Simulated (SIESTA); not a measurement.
# MgNi3B under changes of volume

One of the cells (11.754 Å³/atom); the others are scaled copies at fixed shape and fractional positions:

```
Ni Mg B
1.0
     3.88797    0.00000    0.00000
     0.00000    3.88797    0.00000
     0.00000    0.00000    3.88797
Ni Mg B
3 1 1
Direct
  0.00000 0.00000 0.50000
  0.00000 0.50000 0.00000
  0.50000 0.00000 0.00000
  0.50000 0.50000 0.50000
  0.00000 0.00000 0.00000
```

The cell comes from a database or a generator and needn't be the stable form of this composition.

```yaml
Program: SIESTA 5.4.2
Functional: PBEsol
Potentials_or_basis: PseudoDojo 0.4 standard (PBEsol files)
Basis: DZP (energy shift 0.003 Ry; two zetas on semicore shells)
Grid_cutoff: 800 Ry
Energy_shift: 0.003 Ry
k_mesh: 7 × 7 × 7
Occupations: fermi-dirac, width 0.05 eV
Spin: collinear spin, ferromagnetic start
Starting_moments: "[1.0, 1.0, 1.0, 0.0, 0.0] μB"
```

| volume (Å³/atom) | energy over the lowest point (meV/atom) | pressure (GPa) |
| --- | --- | --- |
| 10.832 | ? | ? |
| 11.063 | 0.38 | 2.0 |
| 11.293 | 0.00 | -1.1 |
| 11.754 | 12.15 | -7.3 |
| 11.985 | 24.67 | -9.9 |
| 12.215 | 40.18 | -11.6 |

What does the run at 10.832 Å³/atom give?

Energy over the lowest point 6.13 meV/atom; pressure 6.3 GPa.

Worked out: A Birch-Murnaghan fit of order 3 (a polynomial in V^(-2/3)) to the other rows has its minimum at 11.20 Å³/atom with B0 = V·E''(V) = 159 GPa and B' = 2.9. It gives 5.85 meV/atom at 10.832 Å³/atom, against the run's 6.13, and -dE/dV = 5.6 GPa, against 6.3.

Energies are extrapolated to zero smearing.

Caveats: short orbitals over semicore shells can move pressures by several GPa; the basis of atomic orbitals isn't converged, which shifts pressures, moduli and gaps.
